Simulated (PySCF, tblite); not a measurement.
# CH9B3NP: geometry, infrared bands and NMR shifts

What infrared bands and NMR shifts should CH9B3NP (`BBPBNC`) show?

Computed with tblite 0.8.0 and PySCF 2.14.0, with density-fitted response routines of our own, on a single molecule in the gas phase. Atoms are numbered from 0 throughout.

### Step 1. The starting structure

15 atoms, charge 0, multiplicity 1; geometry from: force field or distance geometry start.

Bonds of the start (Å): B0–B1 1.67, B1–P2 1.92, P2–B3 1.94, B3–N4 1.50, N4–C5 1.43, B0–H6 1.18, B0–H7 1.18, B1–H8 1.20, P2–H9 1.46, B3–H10 1.20, N4–H11 1.04, C5–H12 1.11, C5–H13 1.11, C5–H14 1.11.

### Step 2. Optimising the geometry with GFN2-xTB

Job settings and geometry (Å):

```
{"job": {"kind": "relax", "xc": "GFN2-xTB", "basis": "xTB"}, "charge": 0, "multiplicity": 1}
B      3.488600    -0.601100    -0.366900
B      2.525500     0.385500     0.583100
P      0.847200     0.901500    -0.181700
B     -0.590900    -0.286900     0.342100
N     -1.813400    -0.258100    -0.528400
C     -3.051100    -0.063100     0.165800
H      4.413100    -0.124600    -0.920300
H      3.459900    -1.777400    -0.280700
H      3.116500     1.228900     1.190900
H      0.426400     2.234800     0.241600
H     -0.762700    -0.546600     1.501900
H     -1.835700    -0.986000    -1.265500
H     -2.923400     0.221600     1.235500
H     -3.695300     0.697900    -0.313800
H     -3.609300    -1.018500     0.110300
```

Run with:

```console
$ OMP_NUM_THREADS=1 python probes_run.py task.json out
```

The driver reads the jobs from task.json and runs them one after another.

**Question.** This job is followed by: GFN2-xTB harmonic vibrations, gas phase; GIAO PBE0/pcSseg-1 NMR shielding, non-relativistic, gas phase. Predict these results of the whole session: strongest single infrared mode (GFN2-xTB); zero-point energy (GFN2-xTB); ¹³C shifts against TMS (PBE0/pcSseg-1); ¹H shifts against TMS (PBE0/pcSseg-1, means over atoms taken as alike); ¹¹B shifts against BF3·OEt2 (PBE0/pcSseg-1); ³¹P shifts against H3PO4 (PBE0/pcSseg-1); ¹⁵N shifts against NH3 (PBE0/pcSseg-1).

**Answer**, as computed:

| quantity | value |
| --- | --- |
| strongest single infrared mode (GFN2-xTB) | 1459 cm⁻¹, 150 km/mol |
| zero-point energy (GFN2-xTB) | 67.7 kcal/mol |
| ¹³C shifts against TMS (PBE0/pcSseg-1) | 39.9 ppm |
| ¹H shifts against TMS (PBE0/pcSseg-1, means over atoms taken as alike) | 10.26, 10.04, 5.34, 3.72, 3.18, 2.45 ppm |
| ¹¹B shifts against BF3·OEt2 (PBE0/pcSseg-1) | 106.7, 91.6, 38.0 ppm |
| ³¹P shifts against H3PO4 (PBE0/pcSseg-1) | -101.9 ppm |
| ¹⁵N shifts against NH3 (PBE0/pcSseg-1) | 139.4 ppm |

Over 199 steps the energy fell by 2.104 eV; of the close pairs, B3–N4 changed most, 1.501 to 1.381 Å. No mode is imaginary among the 39: a minimum at this level. The strongest single mode, at 1459 cm⁻¹, has its largest shares on N4, B3, H14 and H13 (the list is cut at 4 atoms). Unscaled tight-binding wavenumbers are off by several per cent, some by more. Its intensities can rank the bands wrongly.
